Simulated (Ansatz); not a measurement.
**AlClF₂: up Jacob's ladder to CCSD(T)**

The task here is to estimate one member of a computed series from the others.

The runs use Ansatz 0.2.0, Gaussian basis; functionals in def2-TZVPP, the program's frozen cores in correlated methods.

Plan: LDA (SPW92), PBE-D4, revPBE-D4, BLYP-D4, r2SCAN-D4, B97M-V, PBE0-D4, B3LYP-D4, r2SCANh-D4, r2SCAN0-D4, HSE06-D4, BHLYP-D4, CAM-B3LYP-D4, LC-ωPBE, ωB97X-V, ωB97M-V, B2PLYP, PBE-QIDH; CCSD(T)/def2-SVP; CCSD(T)/def2-TZVPP; CCSD(T)/def2-QZVPP; extrapolation to the limit; RPA on PBE.

### The relaxed structure

An earlier PBE0-D4 in a triple-zeta def2 set relaxation fixed the geometry.

SMILES `[F][Al]([F])[Cl]`, 4 atoms, charge 0, spin multiplicity 1.

Atoms are counted from 1 here; the program's logs count them from 0.

Bond lengths: F1–Al2 1.631 Å, Al2–F3 1.631 Å, Al2–Cl4 2.061 Å. Angles: F1–Al2–F3 119.0°, F1–Al2–Cl4 120.5°, F3–Al2–Cl4 120.5°.

The first run:

in.yaml

```yaml
crystal:
  periodic: [false, false, false]
  atoms:
    - {symbol: F, position_ang: [1.012181, 0.706385, 1.143912]}
    - {symbol: Al, position_ang: [0.083310, -0.065913, 0.048476]}
    - {symbol: F, position_ang: [0.287096, -1.668899, -0.170916]}
    - {symbol: Cl, position_ang: [-1.327088, 0.968126, -1.041772]}
basis:
  gaussian: {orbitals: def2-TZVPP}
hamiltonian: {xc: lda}
output: {orbitals: {seedname: orbitals}}
```

On the command line:

```sh
$ ansatz run in.yaml --threads 4 --pin off --events-out ev --progress --plain --max-ram 10444MiB
```

Steps of the session up to this table: LDA; PBE-D4 (GGA); revPBE-D4 (GGA); BLYP-D4 (GGA); r2SCAN-D4 (meta-GGA); B97M-V (meta-GGA); B3LYP-D4 (hybrid); r2SCANh-D4 (hybrid); r2SCAN0-D4 (hybrid); HSE06-D4 (hybrid); BHLYP-D4 (hybrid); CAM-B3LYP-D4 (range-separated); LC-ωPBE (range-separated); ωB97X-V (range-separated); ωB97M-V (range-separated); B2PLYP (double hybrid); PBE-QIDH (double hybrid).

One of the session's tables, all rows but one given; the rest of the session is left out.

It belongs to the step «Orbital energies across the functionals». 

| functional | HOMO (eV) | LUMO (eV) | gap (eV) |
| --- | --- | --- | --- |
| LDA (SPW92) | -8.64 | -2.58 | 6.06 |
| PBE-D4 | -8.46 | -2.27 | 6.20 |
| revPBE-D4 | -8.40 | -2.10 | 6.30 |
| BLYP-D4 | -8.29 | -2.25 | 6.04 |
| r2SCAN-D4 | -8.85 | -1.77 | 7.08 |
| B97M-V | -8.91 | -2.05 | 6.85 |
| PBE0-D4 | -9.96 | -1.39 | 8.57 |
| B3LYP-D4 | -9.65 | -1.73 | 7.92 |
| r2SCANh-D4 | -9.39 | -1.49 | 7.90 |
| r2SCAN0-D4 | ? | ? | ? |
| HSE06-D4 | -9.55 | -1.76 | 7.79 |
| BHLYP-D4 | -11.27 | -0.67 | 10.60 |
| CAM-B3LYP-D4 | -11.36 | -0.54 | 10.82 |
| LC-ωPBE | -12.82 | 0.84 | 13.66 |
| ωB97X-V | -12.42 | 0.63 | 13.05 |
| ωB97M-V | -12.25 | 0.29 | 12.54 |

**Question.** Estimate the row for r2SCAN0-D4.

Worked estimate for «HOMO (eV)». Against the share of exact exchange, r2SCAN-D4 (0, -8.85), r2SCANh-D4 (0.1, -9.39) give a slope of -5.40 per unit share; at 0.25 the line stands at -10.20.

As computed: HOMO (eV): -10.21; LUMO (eV): -1.09; gap (eV): 9.11. In «HOMO (eV)» the line misses by +0.01.
